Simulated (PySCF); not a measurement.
# Te, Te⁺: ionisation energy in aug-cc-pVDZ-PP with ECP28

Aim: the ionisation energy of tellurium from differences of total energies, at each level of theory, and how far each lands from the tabulated value where there is one.

The numbers are computed with PySCF 2.14.0 (unrestricted determinants in a Gaussian basis, no spin-orbit coupling in the energies), except any that are marked as measured or tabulated.

**1. Starting point**

| Quantity | Value |
| --- | --- |
| Element | tellurium (Z = 52) |
| Basis | aug-cc-pVDZ-PP with ECP28MDF (5s4p3d, 32 functions) |
| Hamiltonian | a scalar-relativistic core potential |
| State 1 | Te: [Kr] 4d10 5s2 5p4, high-spin 3P determinant |
| State 2 | Te⁺: [Kr] 4d10 5s2 5p3, high-spin 4S determinant |
| Methods | UHF, r2SCAN, M06-2X, MP2, CCSD(T) |
| Core shells frozen in the correlated runs | valence: 4s2 4p6 4d10 (for Te) |

The outer shells:

Te [Kr] 4d10 5s2 5p4
```
[Kr] core
4d [↑↓][↑↓][↑↓][↑↓][↑↓]
5s [↑↓]
5p [↑↓][↑ ][↑ ]
```

Te+ [Kr] 4d10 5s2 5p3
```
[Kr] core
4d [↑↓][↑↓][↑↓][↑↓][↑↓]
5s [↑↓]
5p [↑ ][↑ ][↑ ]
```

One driver process ran all states and methods and kept the integrals in memory. Each run is shown as a PySCF script that sums up its settings (the driver passes frozen orbitals as a list and adds second-order terms of double hybrids); the logs are those of the runs themselves. The driver starts from symmetry-adapted Hartree-Fock orbitals, holds the occupation by maximum overlap and uses a logarithmic radial grid for functionals, so a plain start would take other cycles.

It was started by

```console
> OMP_NUM_THREADS=1 python atomrun2.py TASK.json OUT
```

The integrals over 32 functions and the set-up took 0.14 s of CPU time.

**2. Te**

Level: UHF.

Input file input.py:

```python
from pyscf import gto, scf, dft, mp, cc
import basis_set_exchange as bse
txt = bse.get_basis("aug-cc-pVDZ-PP", elements=["Te"], fmt="nwchem", header=False)
cut = txt.index("\nECP")
mol = gto.M(atom="Te 0 0 0", charge=0, spin=2, symmetry="D2h",
            basis=gto.basis.parse(txt[:cut]),
            ecp={"Te": gto.basis.parse_ecp(txt[cut:])})
mf = scf.UHF(mol)
mf.irrep_nelec = {'Ag': (4, 4), 'B1g': (1, 1), 'B2g': (1, 1), 'B3g': (1, 1), 'B1u': (2, 1), 'B2u': (2, 2), 'B3u': (2, 1)}
mf.kernel()
```

The program printed:

```text
damping factor = 0
level_shift factor = 0
DIIS = <class 'pyscf.scf.diis.CDIIS'>
diis_start_cycle = 1
diis_space = 10
diis_damp = 0
SCF conv_tol = 1e-09
SCF conv_tol_grad = None
number electrons alpha = 13  beta = 11
cycle= 1 E= -266.998145496082  delta_E= -0.00264  |g|= 0.0164  |ddm|= 0.0628
cycle= 2 E= -266.998439136216  delta_E= -0.000294  |g|= 0.00564  |ddm|= 0.0218
cycle= 3 E= -266.998482187851  delta_E= -4.31e-05  |g|= 0.000565  |ddm|= 0.0148
cycle= 4 E= -266.998483120502  delta_E= -9.33e-07  |g|= 0.000146  |ddm|= 0.00487
cycle= 5 E= -266.998483173641  delta_E= -5.31e-08  |g|= 4.13e-05  |ddm|= 0.00129
cycle= 6 E= -266.998483176803  delta_E= -3.16e-09  |g|= 9.76e-06  |ddm|= 0.000321
cycle= 7 E= -266.998483176995  delta_E= -1.93e-10  |g|= 7.32e-07  |ddm|= 8.95e-05
converged SCF energy = -266.998483176995  <S^2> = 2.008773  2S+1 = 3.005843
```

Time after the integrals: 0.16 s (1 thread of Neoverse-N1, shared host).

The occupied shells:

| shell | electrons | mean orbital energy (eV) | spread (eV) | rms radius (bohr) |
| --- | --- | --- | --- | --- |
| 4s α | 1 | -194.31 | 0 | 0.820 |
| 4s β | 1 | -193.96 | 0 | 0.820 |
| 4p α | 3 | -138.94 | 0.589 | 0.882 |
| 4p β | 3 | -138.59 | 0.155 | 0.882 |
| 4d α | 5 | -53.336 | 0.638 | 1.04 |
| 4d β | 5 | -53.035 | 0.387 | 1.04 |
| 5s α | 1 | -22.661 | 0 | 2.29 |
| 5s β | 1 | -18.155 | 0 | 2.29 |
| 5p α | 3 | -10.334 | 1.465 | 2.87 |
| 5p β | 1 | -8.363 | 0 | 2.87 |

⟨S²⟩ = 2.009, ⟨L²⟩ = 2.03.

Energies and moments cover only the electrons outside the core potential.

Level: r2SCAN.

input.py differs from the last one in:

```diff
@@ -7,3 +7,3 @@
             ecp={"Te": gto.basis.parse_ecp(txt[cut:])})
-mf = scf.UHF(mol)
+mf = dft.UKS(mol, xc="R2SCAN")
 mf.irrep_nelec = {'Ag': (4, 4), 'B1g': (1, 1), 'B2g': (1, 1), 'B3g': (1, 1), 'B1u': (2, 1), 'B2u': (2, 2), 'B3u': (2, 1)}
```

The program printed:

```text
damping factor = 0
level_shift factor = 0
DIIS = <class 'pyscf.scf.diis.CDIIS'>
diis_start_cycle = 1
diis_space = 10
diis_damp = 0
SCF conv_tol = 1e-09
SCF conv_tol_grad = None
number electrons alpha = 13  beta = 11
XC functionals = R2SCAN
    J. W. Furness, A. D. Kaplan, J. Ning, J. P. Perdew, and J. Sun.,  J. Phys. Chem. Lett. 11, 8208-8215 (2020)
    J. W. Furness, A. D. Kaplan, J. Ning, J. P. Perdew, and J. Sun.,  J. Phys. Chem. Lett. 11, 9248-9248 (2020)
    J. W. Furness, A. D. Kaplan, J. Ning, J. P. Perdew, and J. Sun.,  J. Phys. Chem. Lett. 11, 8208-8215 (2020)
    J. W. Furness, A. D. Kaplan, J. Ning, J. P. Perdew, and J. Sun.,  J. Phys. Chem. Lett. 11, 9248-9248 (2020)
cycle= 1 E= -268.080373902856  delta_E= -0.00572  |g|= 0.00998  |ddm|= 0.361
cycle= 2 E= -268.080462782719  delta_E= -8.89e-05  |g|= 0.00442  |ddm|= 0.0692
cycle= 3 E= -268.080475746915  delta_E= -1.3e-05  |g|= 0.00162  |ddm|= 0.0246
cycle= 4 E= -268.080476863048  delta_E= -1.12e-06  |g|= 0.000109  |ddm|= 0.00427
cycle= 5 E= -268.080476888306  delta_E= -2.53e-08  |g|= 1.14e-05  |ddm|= 0.00108
cycle= 6 E= -268.080476888703  delta_E= -3.97e-10  |g|= 1.86e-06  |ddm|= 0.000118
converged SCF energy = -268.080476888703  <S^2> = 2.0042016  2S+1 = 3.0027997
```

It took 0.87 s on 1 thread of Neoverse-N1, shared host, the integrals not counted.

Level: M06-2X.

input.py differs from the last one in:

```diff
@@ -7,3 +7,3 @@
             ecp={"Te": gto.basis.parse_ecp(txt[cut:])})
-mf = dft.UKS(mol, xc="R2SCAN")
+mf = dft.UKS(mol, xc="M062X")
 mf.irrep_nelec = {'Ag': (4, 4), 'B1g': (1, 1), 'B2g': (1, 1), 'B3g': (1, 1), 'B1u': (2, 1), 'B2u': (2, 2), 'B3u': (2, 1)}
```

The program printed:

```text
damping factor = 0
level_shift factor = 0
DIIS = <class 'pyscf.scf.diis.CDIIS'>
diis_start_cycle = 1
diis_space = 10
diis_damp = 0
SCF conv_tol = 1e-09
SCF conv_tol_grad = None
number electrons alpha = 13  beta = 11
XC functionals = M062X
    Y. Zhao and D. G. Truhlar.,  Theor. Chem. Acc. 120, 215 (2008)
    Y. Zhao and D. G. Truhlar.,  Theor. Chem. Acc. 120, 215 (2008)
cycle= 1 E= -267.913914052324  delta_E= -0.00301  |g|= 0.00942  |ddm|= 0.23
cycle= 2 E= -267.913997246754  delta_E= -8.32e-05  |g|= 0.00229  |ddm|= 0.0341
cycle= 3 E= -267.914002812342  delta_E= -5.57e-06  |g|= 0.000907  |ddm|= 0.0144
cycle= 4 E= -267.91400343199  delta_E= -6.2e-07  |g|= 0.000156  |ddm|= 0.00361
cycle= 5 E= -267.914003476333  delta_E= -4.43e-08  |g|= 8.75e-06  |ddm|= 0.00158
cycle= 6 E= -267.914003476466  delta_E= -1.33e-10  |g|= 9.97e-07  |ddm|= 7.91e-05
converged SCF energy = -267.914003476466  <S^2> = 2.0070923  2S+1 = 3.0047245
```

Time after the integrals: 0.87 s (1 thread of Neoverse-N1, shared host).

Level: MP2 (valence).

input.py differs from the last one in:

```diff
@@ -7,4 +7,5 @@
             ecp={"Te": gto.basis.parse_ecp(txt[cut:])})
-mf = dft.UKS(mol, xc="M062X")
+mf = scf.UHF(mol)
 mf.irrep_nelec = {'Ag': (4, 4), 'B1g': (1, 1), 'B2g': (1, 1), 'B3g': (1, 1), 'B1u': (2, 1), 'B2u': (2, 2), 'B3u': (2, 1)}
 mf.kernel()
+mp.UMP2(mf, frozen=9).kernel()
```

This step left no log, only its results.

It took 0.01 s on 1 thread of Neoverse-N1, shared host, the integrals not counted.

With 6 electrons correlated, the MP2 correlation energy is -0.06338 hartree (-0.01592 same spin, -0.04745 opposite spin); the SCS form gives -0.06225. Largest pairs of shells: 5p-5p -0.0307, 5s-5p -0.0274, 5s-5s -0.0053.

Level: CCSD(T) (valence).

input.py differs from the last one in:

```diff
@@ -10,2 +10,3 @@
 mf.kernel()
-mp.UMP2(mf, frozen=9).kernel()
+mycc = cc.CCSD(mf, frozen=9).run()
+mycc.ccsd_t()
```

The program printed:

```text
CC2 = 0
CCSD nocc = (np.int64(4), np.int64(2)), nmo = (23, 23)
frozen orbitals [[0, 1, 2, 3, 4, 5, 6, 7, 8], [0, 1, 2, 3, 4, 5, 6, 7, 8]]
max_cycle = 100
direct = 0
conv_tol = 1e-08
conv_tol_normt = 1e-06
diis_space = 8
diis_start_cycle = 0
Init t2, MP2 energy = -0.0633776449854794
Init E_corr(UCCSD) = -0.0633776449861545
cycle = 1  E_corr(UCCSD) = -0.0743988404926749  dE = -0.0110211955  norm(t1,t2) = 0.0422524
cycle = 2  E_corr(UCCSD) = -0.0768074786958849  dE = -0.0024086382  norm(t1,t2) = 0.0140428
cycle = 3  E_corr(UCCSD) = -0.0779280176074262  dE = -0.00112053891  norm(t1,t2) = 0.00581758
cycle = 4  E_corr(UCCSD) = -0.0778973739929251  dE = 3.06436145e-05  norm(t1,t2) = 0.00101361
cycle = 5  E_corr(UCCSD) = -0.0779024337908713  dE = -5.05979795e-06  norm(t1,t2) = 0.000366102
cycle = 6  E_corr(UCCSD) = -0.0779020303174789  dE = 4.03473392e-07  norm(t1,t2) = 0.000105384
cycle = 7  E_corr(UCCSD) = -0.0779020689730221  dE = -3.86555432e-08  norm(t1,t2) = 2.56851e-05
cycle = 8  E_corr(UCCSD) = -0.0779021856404643  dE = -1.16667442e-07  norm(t1,t2) = 5.92982e-06
cycle = 9  E_corr(UCCSD) = -0.0779021338020702  dE = 5.18383941e-08  norm(t1,t2) = 1.15278e-06
cycle = 10  E_corr(UCCSD) = -0.077902144016724  dE = -1.02146538e-08  norm(t1,t2) = 2.72016e-07
cycle = 11  E_corr(UCCSD) = -0.0779021414240877  dE = 2.59263626e-09  norm(t1,t2) = 7.00558e-08
UCCSD converged
E(UCCSD) = -267.0763853184193  E_corr = -0.07790214142408772
UCCSD(T) correction = -0.00129139549710353
```

Time after the integrals: 0.37 s (1 thread of Neoverse-N1, shared host).

CCSD correlation -0.07790 hartree, triples -0.00129; total -267.077677. T1 = 0.009, largest double amplitude 0.044.

Radial density 4πr²ρ of Te at UHF, the electrons outside the core potential:

| r (bohr) | density | spin density |
| --- | --- | --- |
| 0.00207 | 1.88e-05 | 0.000 |
| 0.00348 | 5.24e-05 | 0.000 |
| 0.00586 | 0.000143 | 0.000 |
| 0.00986 | 0.000364 | 0.000 |
| 0.0166 | 0.000792 | 0.000 |
| 0.0279 | 0.00132 | 0.000 |
| 0.0469 | 0.00185 | 0.000 |
| 0.0789 | 0.00303 | 0.000 |
| 0.133 | 0.0199 | 0.000 |
| 0.223 | 0.250 | 0.001 |
| 0.375 | 3.98 | 0.031 |
| 0.632 | 23.6 | 0.161 |
| 1.06 | 15.4 | -0.006 |
| 1.79 | 4.16 | 0.837 |
| 3.01 | 1.68 | 0.634 |
| 5.06 | 0.173 | 0.066 |
| 8.50 | 0.000969 | 0.000 |

**3. Te⁺: the ladder of methods**

Level: UHF.

Input file input.py:

```python
from pyscf import gto, scf, dft, mp, cc
import basis_set_exchange as bse
txt = bse.get_basis("aug-cc-pVDZ-PP", elements=["Te"], fmt="nwchem", header=False)
cut = txt.index("\nECP")
mol = gto.M(atom="Te 0 0 0", charge=1, spin=3, symmetry="D2h",
            basis=gto.basis.parse(txt[:cut]),
            ecp={"Te": gto.basis.parse_ecp(txt[cut:])})
mf = scf.UHF(mol)
mf.irrep_nelec = {'Ag': (4, 4), 'B1g': (1, 1), 'B2g': (1, 1), 'B3g': (1, 1), 'B1u': (2, 1), 'B2u': (2, 1), 'B3u': (2, 1)}
mf.kernel()
```

The program printed:

```text
damping factor = 0
level_shift factor = 0
DIIS = <class 'pyscf.scf.diis.CDIIS'>
diis_start_cycle = 1
diis_space = 10
diis_damp = 0
SCF conv_tol = 1e-09
SCF conv_tol_grad = None
number electrons alpha = 13  beta = 10
cycle= 1 E= -266.715443275826  delta_E= -1.43e-10  |g|= 3.44e-06  |ddm|= 5.89e-05
converged SCF energy = -266.715443275826  <S^2> = 3.75158  2S+1 = 4.0007899
```

It took 0.12 s on 1 thread of Neoverse-N1, shared host, the integrals not counted.

The occupied shells:

| shell | electrons | mean orbital energy (eV) | spread (eV) | rms radius (bohr) |
| --- | --- | --- | --- | --- |
| 4s α | 1 | -203.27 | 0 | 0.820 |
| 4s β | 1 | -202.66 | 0 | 0.820 |
| 4p α | 3 | -147.89 | 0 | 0.882 |
| 4p β | 3 | -147.28 | 0 | 0.882 |
| 4d α | 5 | -62.264 | 0 | 1.04 |
| 4d β | 5 | -61.751 | 0 | 1.04 |
| 5s α | 1 | -31.780 | 0 | 2.21 |
| 5s β | 1 | -24.633 | 0 | 2.21 |
| 5p α | 3 | -18.827 | 0 | 2.65 |

⟨S²⟩ = 3.752, ⟨L²⟩ = 0.00.

Energies and moments cover only the electrons outside the core potential.

Level: r2SCAN.

input.py differs from the last one in:

```diff
@@ -7,3 +7,3 @@
             ecp={"Te": gto.basis.parse_ecp(txt[cut:])})
-mf = scf.UHF(mol)
+mf = dft.UKS(mol, xc="R2SCAN")
 mf.irrep_nelec = {'Ag': (4, 4), 'B1g': (1, 1), 'B2g': (1, 1), 'B3g': (1, 1), 'B1u': (2, 1), 'B2u': (2, 1), 'B3u': (2, 1)}
```

The program printed:

```text
damping factor = 0
level_shift factor = 0
DIIS = <class 'pyscf.scf.diis.CDIIS'>
diis_start_cycle = 1
diis_space = 10
diis_damp = 0
SCF conv_tol = 1e-09
SCF conv_tol_grad = None
number electrons alpha = 13  beta = 10
XC functionals = R2SCAN
    J. W. Furness, A. D. Kaplan, J. Ning, J. P. Perdew, and J. Sun.,  J. Phys. Chem. Lett. 11, 8208-8215 (2020)
    J. W. Furness, A. D. Kaplan, J. Ning, J. P. Perdew, and J. Sun.,  J. Phys. Chem. Lett. 11, 9248-9248 (2020)
    J. W. Furness, A. D. Kaplan, J. Ning, J. P. Perdew, and J. Sun.,  J. Phys. Chem. Lett. 11, 8208-8215 (2020)
    J. W. Furness, A. D. Kaplan, J. Ning, J. P. Perdew, and J. Sun.,  J. Phys. Chem. Lett. 11, 9248-9248 (2020)
cycle= 1 E= -267.7603050338  delta_E= -0.00437  |g|= 0.00745  |ddm|= 0.37
cycle= 2 E= -267.760328368262  delta_E= -2.33e-05  |g|= 0.00183  |ddm|= 0.0236
cycle= 3 E= -267.760329812711  delta_E= -1.44e-06  |g|= 0.00047  |ddm|= 0.00661
cycle= 4 E= -267.760329954684  delta_E= -1.42e-07  |g|= 8.69e-05  |ddm|= 0.00192
cycle= 5 E= -267.760329959205  delta_E= -4.52e-09  |g|= 4.12e-07  |ddm|= 0.000451
cycle= 6 E= -267.760329959205  delta_E= 1.14e-13  |g|= 1.1e-08  |ddm|= 1.25e-06
converged SCF energy = -267.760329959205  <S^2> = 3.7512212  2S+1 = 4.0006105
```

It took 0.86 s on 1 thread of Neoverse-N1, shared host, the integrals not counted.

Level: M06-2X.

input.py differs from the last one in:

```diff
@@ -7,3 +7,3 @@
             ecp={"Te": gto.basis.parse_ecp(txt[cut:])})
-mf = dft.UKS(mol, xc="R2SCAN")
+mf = dft.UKS(mol, xc="M062X")
 mf.irrep_nelec = {'Ag': (4, 4), 'B1g': (1, 1), 'B2g': (1, 1), 'B3g': (1, 1), 'B1u': (2, 1), 'B2u': (2, 1), 'B3u': (2, 1)}
```

The program printed:

```text
damping factor = 0
level_shift factor = 0
DIIS = <class 'pyscf.scf.diis.CDIIS'>
diis_start_cycle = 1
diis_space = 10
diis_damp = 0
SCF conv_tol = 1e-09
SCF conv_tol_grad = None
number electrons alpha = 13  beta = 10
XC functionals = M062X
    Y. Zhao and D. G. Truhlar.,  Theor. Chem. Acc. 120, 215 (2008)
    Y. Zhao and D. G. Truhlar.,  Theor. Chem. Acc. 120, 215 (2008)
cycle= 1 E= -267.603340810602  delta_E= -0.00245  |g|= 0.00895  |ddm|= 0.32
cycle= 2 E= -267.603429385463  delta_E= -8.86e-05  |g|= 0.00192  |ddm|= 0.059
cycle= 3 E= -267.603433592826  delta_E= -4.21e-06  |g|= 0.000128  |ddm|= 0.0141
cycle= 4 E= -267.603433600019  delta_E= -7.19e-09  |g|= 2.85e-05  |ddm|= 0.000502
cycle= 5 E= -267.603433600463  delta_E= -4.45e-10  |g|= 1.11e-06  |ddm|= 7.02e-05
converged SCF energy = -267.603433600463  <S^2> = 3.7538885  2S+1 = 4.0019438
```

It took 0.74 s on 1 thread of Neoverse-N1, shared host, the integrals not counted.

Level: MP2 (valence).

input.py differs from the last one in:

```diff
@@ -7,4 +7,5 @@
             ecp={"Te": gto.basis.parse_ecp(txt[cut:])})
-mf = dft.UKS(mol, xc="M062X")
+mf = scf.UHF(mol)
 mf.irrep_nelec = {'Ag': (4, 4), 'B1g': (1, 1), 'B2g': (1, 1), 'B3g': (1, 1), 'B1u': (2, 1), 'B2u': (2, 1), 'B3u': (2, 1)}
 mf.kernel()
+mp.UMP2(mf, frozen=9).kernel()
```

The driver printed no log here.

It took 0.01 s on 1 thread of Neoverse-N1, shared host, the integrals not counted.

With 5 electrons correlated, the MP2 correlation energy is -0.04798 hartree (-0.01295 same spin, -0.03503 opposite spin); the SCS form gives -0.04636. Largest pairs of shells: 5s-5p -0.0315, 5p-5p -0.0112, 5s-5s -0.0053.

Level: CCSD(T) (valence).

input.py differs from the last one in:

```diff
@@ -10,2 +10,3 @@
 mf.kernel()
-mp.UMP2(mf, frozen=9).kernel()
+mycc = cc.CCSD(mf, frozen=9).run()
+mycc.ccsd_t()
```

The program printed:

```text
CC2 = 0
CCSD nocc = (np.int64(4), np.int64(1)), nmo = (23, 23)
frozen orbitals [[0, 1, 2, 3, 4, 5, 6, 7, 8], [0, 1, 2, 3, 4, 5, 6, 7, 8]]
max_cycle = 100
direct = 0
conv_tol = 1e-08
conv_tol_normt = 1e-06
diis_space = 8
diis_start_cycle = 0
Init t2, MP2 energy = -0.0479839701480494
Init E_corr(UCCSD) = -0.0479839701576983
cycle = 1  E_corr(UCCSD) = -0.0579597675176891  dE = -0.00997579736  norm(t1,t2) = 0.0378041
cycle = 2  E_corr(UCCSD) = -0.0600960185062708  dE = -0.00213625099  norm(t1,t2) = 0.0101512
cycle = 3  E_corr(UCCSD) = -0.0608446000261833  dE = -0.00074858152  norm(t1,t2) = 0.00338414
cycle = 4  E_corr(UCCSD) = -0.0608299021206187  dE = 1.46979056e-05  norm(t1,t2) = 0.000450187
cycle = 5  E_corr(UCCSD) = -0.0608304374048835  dE = -5.35284265e-07  norm(t1,t2) = 4.53545e-05
cycle = 6  E_corr(UCCSD) = -0.0608300877260412  dE = 3.49678842e-07  norm(t1,t2) = 6.97461e-06
cycle = 7  E_corr(UCCSD) = -0.0608302809872099  dE = -1.93261169e-07  norm(t1,t2) = 1.56644e-06
cycle = 8  E_corr(UCCSD) = -0.0608302030524805  dE = 7.79347295e-08  norm(t1,t2) = 2.79035e-07
cycle = 9  E_corr(UCCSD) = -0.0608302087922363  dE = -5.73975579e-09  norm(t1,t2) = 5.39095e-08
UCCSD converged
E(UCCSD) = -266.7762734846185  E_corr = -0.06083020879223628
UCCSD(T) correction = -0.000695078856965624
```

Time after the integrals: 0.28 s (1 thread of Neoverse-N1, shared host).

CCSD correlation -0.06083 hartree, triples -0.00070; total -266.776969. T1 = 0.002, largest double amplitude 0.047.

Radial density 4πr²ρ of Te⁺ at UHF, the electrons outside the core potential:

| r (bohr) | density | spin density |
| --- | --- | --- |
| 0.00207 | 1.90e-05 | 0.000 |
| 0.00348 | 5.30e-05 | 0.000 |
| 0.00586 | 0.000144 | 0.000 |
| 0.00986 | 0.000368 | 0.000 |
| 0.0166 | 0.000802 | 0.000 |
| 0.0279 | 0.00134 | 0.000 |
| 0.0469 | 0.00187 | 0.000 |
| 0.0789 | 0.00305 | 0.000 |
| 0.133 | 0.0200 | 0.000 |
| 0.223 | 0.251 | 0.002 |
| 0.375 | 3.98 | 0.056 |
| 0.632 | 23.6 | 0.279 |
| 1.06 | 15.4 | -0.004 |
| 1.79 | 4.01 | 1.395 |
| 3.01 | 1.28 | 0.905 |
| 5.06 | 0.0771 | 0.069 |
| 8.50 | 6.30e-05 | 0.000 |

**4. Orbital energies side by side**

Highest occupied Hartree-Fock shell of each state: Te 5p β at -8.363 eV; Te⁺ 5p α at -18.827 eV.

**5. Differences of total energies**

Ionisation energy: Te [Kr] 4d10 5s2 5p4 (3P) → Te⁺ [Kr] 4d10 5s2 5p3 (4S).

| method | value (eV) | error (eV) | CPU time, both states (s) |
| --- | --- | --- | --- |
| UHF | 7.702 | -1.047 | 0.28 |
| r2SCAN | 8.712 | -0.037 | 1.7 |
| M06-2X | 8.451 | -0.298 | 1.6 |
| MP2 (valence) | 8.121 | -0.628 | 0.3 |
| SCS-MP2 (valence) | 8.134 | -0.614 | 0.3 |
| CCSD (valence) | 8.166 | -0.582 |  |
| CCSD(T) (valence) | 8.183 | -0.566 | 0.93 |

Reference: 8.749 eV (measured; NIST levels, between the centres of gravity of the two terms). Errors of the correlated levels include the incompleteness of this basis.

Times are CPU seconds on a shared host without the integrals; correlated rows include their Hartree-Fock run, whose time holds the symmetry-adapted start and any spin-orbit constants, while functionals begin from orbitals already made.

**6. Outcome**

```
             quantity                                                   value
ionisation energy, Te  UHF 7.702, CCSD(T) (valence) 8.183 eV; reference 8.749
```

Each level's miss and price (over 1 difference):

| method | mean absolute miss against the measured value (with the measured fine structure taken into account where it is known) (eV) | CPU time, both states (s) |
| --- | --- | --- |
| UHF | 1.047 | 0.28 |
| r2SCAN | 0.037 | 1.7 |
| M06-2X | 0.298 | 1.6 |
| MP2 (valence) | 0.628 | 0.3 |
| SCS-MP2 (valence) | 0.614 | 0.3 |
| CCSD (valence) | 0.582 |  |
| CCSD(T) (valence) | 0.566 | 0.93 |

**Reading.** r2SCAN lands nearest to the measured value (off by 0.04 eV); UHF misses by most (1.05 eV). Hartree-Fock falls short because the species with more electrons holds more correlation energy, which it lacks. All values hold for this basis alone; no basis-set limit was taken. The dearest level timed, r2SCAN, costs 6.2 times the cheapest, UHF, and differs from the measured value (with the measured fine structure taken into account where it is known) by 0.04 against 1.05 eV.
